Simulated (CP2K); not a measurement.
Wanted: the native input for a CP2K 2026.2 run.

- Task: band structure
- Functional: PBEsol
- Potentials or basis: POTENTIAL_UZH Ag GTH-PBE-q11, Rh GTH-PBE-q17; TZVP-MOLOPT-PBE-GTH basis
- Density cutoff: 6123 eV
- k mesh: 11 × 11 × 6
- Occupations: fermi-dirac, width 0.01 eV
- Spin: no spin polarisation
- SCF solver: diagonalisation with k points
- Quickstep method: GPW
- EPS_DEFAULT: 1.0E-9
- EPS_SCF: 1.0E-6
- MAX_SCF: 100
- SCF_GUESS: ATOMIC
- k points reduced by the point group: yes
- Mesh centred on Gamma: yes
- CHOLESKY: OFF
- EPS_EIGVAL: 1.0E-7
- MIXING METHOD: BROYDEN_MIXING
- MIXING ALPHA: 0.4
- NBUFFER: 8
- NGRIDS: 5
- Basis sets: Ag TZVP-MOLOPT-PBE-GTH-q11, Rh TZVP-MOLOPT-PBE-GTH-q17
- Potentials: Ag GTH-PBE-q11 of POTENTIAL_UZH, Rh GTH-PBE-q17 of POTENTIAL_UZH
- ADDED_MOS: [16]
- Points a segment of the path (NPOINTS): 6
- Bands added on the path: 6
- REL_CUTOFF (Ry): 60 Ry
- MIXING BETA (1/bohr): 1.5 1/bohr
- CUTOFF of the grids: 450 Ry

Crystal: AgRh.

```xyz
2
Lattice="2.7776 0.0000 0.0000 -1.3888 2.4055 0.0000 0.0000 0.0000 4.8086" Properties=species:S:1:pos:R:3 pbc="T T T"
Ag    0.0000    0.0000    2.4043
Rh    1.3888    0.8018    0.0000
```

The cell comes from a database or a generator and needn't be the stable form of this composition.

One way to write it, as run:

agrh_bands.inp

```
&GLOBAL
  PROJECT agrh_bands
  RUN_TYPE ENERGY_FORCE
  PRINT_LEVEL LOW
&END GLOBAL
&FORCE_EVAL
  METHOD QS
  STRESS_TENSOR ANALYTICAL
  &DFT
    BASIS_SET_FILE_NAME BASIS_MOLOPT_UZH
    POTENTIAL_FILE_NAME POTENTIAL_UZH
    &MGRID
      CUTOFF 450
      REL_CUTOFF 60
      NGRIDS 5
    &END MGRID
    &QS
      METHOD GPW
      EPS_DEFAULT 1.0E-9
    &END QS
    &KPOINTS
      SCHEME MONKHORST-PACK 11 11 6
      GAMMA_CENTERED T
      SYMMETRY T
      SYMMETRY_BACKEND SPGLIB
    &END KPOINTS
    &SCF
      SCF_GUESS ATOMIC
      EPS_SCF 1.0E-6
      MAX_SCF 100
      ADDED_MOS 16
      CHOLESKY OFF
      EPS_EIGVAL 1.0E-7
      &DIAGONALIZATION ON
        ALGORITHM STANDARD
      &END DIAGONALIZATION
      &MIXING ON
        METHOD BROYDEN_MIXING
        ALPHA 0.4
        BETA 1.5
        NBUFFER 8
      &END MIXING
      &SMEAR ON
        METHOD FERMI_DIRAC
        ELECTRONIC_TEMPERATURE [K] 116.045
      &END SMEAR
    &END SCF
    &XC
      &XC_FUNCTIONAL
        &GGA_X_PBE_SOL
        &END GGA_X_PBE_SOL
        &GGA_C_PBE_SOL
        &END GGA_C_PBE_SOL
      &END XC_FUNCTIONAL
    &END XC
    &PRINT
      &KPOINTS ON
      &END KPOINTS
      &MULLIKEN ON
      &END MULLIKEN
      &MO ON
        ENERGIES T
        OCCUPATION_NUMBERS T
        &EACH
          QS_SCF 0
        &END EACH
        ADD_LAST NUMERIC
      &END MO
      &BAND_STRUCTURE
        FILE_NAME bands.bs
        ADDED_MOS 6
        &KPOINT_SET
          UNITS B_VECTOR
          NPOINTS 6
          SPECIAL_POINT GAMMA 0.00000000 0.00000000 0.00000000
          SPECIAL_POINT M 0.50000000 0.00000000 0.00000000
          SPECIAL_POINT K 0.33333333 0.33333333 0.00000000
          SPECIAL_POINT GAMMA 0.00000000 0.00000000 0.00000000
          SPECIAL_POINT A 0.00000000 0.00000000 0.50000000
          SPECIAL_POINT L 0.50000000 0.00000000 0.50000000
          SPECIAL_POINT H 0.33333333 0.33333333 0.50000000
          SPECIAL_POINT A 0.00000000 0.00000000 0.50000000
        &END KPOINT_SET
        &KPOINT_SET
          UNITS B_VECTOR
          NPOINTS 6
          SPECIAL_POINT L 0.50000000 0.00000000 0.50000000
          SPECIAL_POINT M 0.50000000 0.00000000 0.00000000
        &END KPOINT_SET
        &KPOINT_SET
          UNITS B_VECTOR
          NPOINTS 6
          SPECIAL_POINT K 0.33333333 0.33333333 0.00000000
          SPECIAL_POINT H 0.33333333 0.33333333 0.50000000
        &END KPOINT_SET
      &END BAND_STRUCTURE
    &END PRINT
  &END DFT
  &SUBSYS
    &CELL
      A 2.7775881998 0.0000000000 0.0000000000
      B -1.3887940999 2.4054619423 0.0000000000
      C 0.0000000000 0.0000000000 4.8086020000
      PERIODIC XYZ
    &END CELL
    &COORD
      SCALED
      Ag  0.0000000000 0.0000000000 0.5000000000
      Rh  0.6666666667 0.3333333333 0.0000000000
    &END COORD
    &KIND Ag
      BASIS_SET TZVP-MOLOPT-PBE-GTH-q11
      POTENTIAL GTH-PBE-q11
    &END KIND
    &KIND Rh
      BASIS_SET TZVP-MOLOPT-PBE-GTH-q17
      POTENTIAL GTH-PBE-q17
    &END KIND
    &PRINT
      &ATOMIC_COORDINATES ON
      &END ATOMIC_COORDINATES
      &CELL ON
      &END CELL
    &END PRINT
  &END SUBSYS
  &PRINT
    &FORCES ON
    &END FORCES
    &STRESS_TENSOR ON
    &END STRESS_TENSOR
  &END PRINT
&END FORCE_EVAL
```

Potentials or basis: POTENTIAL_UZH Ag GTH-PBE-q11, Rh GTH-PBE-q17; TZVP-MOLOPT-PBE-GTH basis.

Run with:

```sh
$ OMP_NUM_THREADS=1 cp2k.psmp -i agrh_bands.inp -o agrh_bands.out
```

Results of the run:

- Pressure: -9.7 GPa
- Band gap on the k mesh: none (metal or under the smearing width)
- Mulliken charges: Ag +0.26; Rh -0.26 e

Caveat: Mulliken charges move with the basis; the potentials were made for another functional, which shifts forces and pressure; the basis of atomic orbitals isn't converged, which shifts pressures, moduli and gaps.

Run time: 2.3 min on 1 thread of Arm Neoverse V2, on a shared host, peak memory 0.4 GiB.
